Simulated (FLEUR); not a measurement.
## MnPt2: equation of state with PBE

Crystal: MnPt2.

```
CELL_PARAMETERS angstrom
2.85840 0.00000 0.00000
-1.42920 2.47545 0.00000
0.00000 0.00000 6.53250
ATOMIC_POSITIONS crystal
Pt 0.66667 0.33333 0.31621
Pt 0.33333 0.66667 0.68379
Mn 0.00000 0.00000 0.00000
```

The cell comes from a database or a generator and needn't be the stable form of this composition.

```json
{
  "Program": "FLEUR MaX-R8.1 (later development tree)",
  "Task": "equation of state",
  "Functional": "PBE",
  "Potentials or basis": "all-electron",
  "Basis": "FLAPW",
  "Kmax": "5 1/bohr",
  "k mesh": "11 × 11 × 4",
  "Occupations": "fermi-dirac, width 0.05 eV",
  "Spin": "collinear spin, program default start"
}
```

The equilibrium volume is 15.37 Å³/atom and the bulk modulus at fixed shape and positions is 177 GPa. The pressure derivative of the bulk modulus is 3.6 (rough: it moves with the points fitted).

Energy against volume, from the lowest point:
| volume (Å³/atom) | energy (meV/atom) |
| --- | --- |
| 14.483 | 31.21 |
| 14.791 | 12.96 |
| 15.408 | 0.00 |
| 16.024 | 14.38 |
| 16.332 | 30.18 |

Caveat: the cell was scaled at fixed shape and fractional positions, which overstates the stiffness of a crystal with free parameters, most of all of layers and chains. The run has no spin-orbit coupling, so splittings on Pt are missing.
